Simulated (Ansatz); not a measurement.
A first try at relaxations under a series of pressures of CdTe, space group F-43m, using the Python package of Ansatz (0.2.0).

Run as a notebook:

```python
import ansatz as az
import numpy as np
import pandas as pd
```

```python
def edges_and_angles(cell):
    cell = np.asarray(cell)
    a, b, c = np.linalg.norm(cell, axis=1)
    cosines = cell[1] @ cell[2] / (b * c), cell[0] @ cell[2] / (a * c), cell[0] @ cell[1] / (a * b)
    return (a, b, c, *np.degrees(np.arccos(cosines)))
```

```python
system = (
    az.Lattice.fcc(6.41)
    .space_group(225)
    .atom("Cd", (0.0, 0.0, 0.0))
    .atom("Te", (0.0, 0.0, 0.0))
    .primitive()
)
```

```python
len(system.resolved().sites)
```

    Traceback (most recent call last):
      File "<cell 4>", line 1, in <module>
        len(system.resolved().sites)
            ~~~~~~~~~~~~~~~^^
      ...
    ansatz.RefusalError: atoms 0 (Cd) and 4 (Te) coincide: fractional positions [0.0, 0.0, 0.0] and [0.0, 0.0, 0.0] are 0.00e0 Å apart, within the symmetry tolerance 1e-5 (fractional) on every axis — remove the duplicate or separate the sites (indices count the expanded atom list at the failing check: the typed cell's during the `space_group:` round-trip, otherwise the final one with `supercell:` and `defects:` applied)

What is wrong, and how is it mended?

The fault: two atoms stand on one site, or all but. Mended:

```diff
--- before
+++ after
@@
     az.Lattice.fcc(6.41)
-    .space_group(225)
+    .space_group(216)
     .atom("Cd", (0.0, 0.0, 0.0))
-    .atom("Te", (0.0, 0.0, 0.0))
+    .atom("Te", (0.25, 0.25, 0.75))
     .primitive()
```

Run as a notebook:

(earlier cells as before)

**Cell 3**
```python
system = (
    az.Lattice.fcc(6.41)
    .space_group(216)
    .atom("Cd", (0.0, 0.0, 0.0))
    .atom("Te", (0.25, 0.25, 0.75))
    .primitive()
)
```

**Cell 4**
```python
len(system.resolved().sites)
```
Output:
```text
2
```

**Cell 5**
```python
calculation = system.calculation()
calculation = calculation.functional("pbe")
calculation = calculation.pseudopotentials("paw")
calculation = calculation.basis(450)
calculation = calculation.kpoints(6)
calculation = calculation.occupations("fixed")
calculation = calculation.scf(max_iterations=85)

# H = F + PV, with 1 GPa A^3 = 1/160.21766 eV
rows = []
for pressure in [0, 10, 20, 30, 40]:
    done = calculation.relax(cell=True, pressure=pressure, max_steps=30).run(threads=1, pin="off")
    cell = done.lattice.cell_ang
    n_atoms = len(done.lattice.sites)
    volume = abs(np.linalg.det(cell)) / n_atoms
    enthalpy = done.report["free_energy_ev"] / n_atoms + pressure * volume / 160.21766
    rows.append((pressure, volume, enthalpy, *edges_and_angles(cell)))
    print(f"{pressure} GPa done: {volume:.4f} A^3/atom")
```
Output:
```text
0 GPa done: 36.2115 A^3/atom
10 GPa done: 30.1748 A^3/atom
20 GPa done: 27.2125 A^3/atom
30 GPa done: 25.2728 A^3/atom
40 GPa done: 23.8402 A^3/atom
```

**Cell 6**
```python
table = pd.DataFrame(rows, columns=["P_GPa", "V_A3_atom", "H_eV_atom", "a", "b", "c", "alpha", "beta", "gamma"])
print(table.round(4).to_string(index=False))
p, v = np.array([row[0] for row in rows], float), np.array([row[1] for row in rows])
print("mean bulk modulus between rows (GPa):", np.round(-np.diff(p) / np.diff(np.log(v)), 1))
```
Output:
```text
 P_GPa  V_A3_atom  H_eV_atom      a      b      c  alpha  beta  gamma
     0    36.2115 -7617.6677 4.6788 4.6788 4.6788   60.0  60.0   60.0
    10    30.1748 -7615.6256 4.4028 4.4028 4.4028   60.0  60.0   60.0
    20    27.2125 -7613.8430 4.2537 4.2537 4.2537   60.0  60.0   60.0
    30    25.2728 -7612.2091 4.1502 4.1502 4.1502   60.0  60.0   60.0
    40    23.8402 -7610.6786 4.0702 4.0702 4.0702   60.0  60.0   60.0
mean bulk modulus between rows (GPa): [ 54.8  96.8 135.2 171.4]
```

Caveats:
- Total energies depend on the potentials; only differences at equal settings carry meaning.
- At a fixed pressure a relaxation lowers the enthalpy F + PV, while F alone can rise.
- Edges and angles are those of the cell as typed, here a primitive one, not of the conventional cell.
- Of the deposited cell: the entry's cell lengths or inner coordinates differ somewhat from later room-temperature determinations.
- The starting cell is as deposited in a crystallographic database; the results hold for this polymorph, which needn't be the stable one.
- Symmetry holds the cell in this phase, whether or not it is the stable one at each pressure.
- Hardware and time: 56 s on 1 thread of Arm Neoverse V2, with other jobs on the host, peak memory 0.47 GiB.
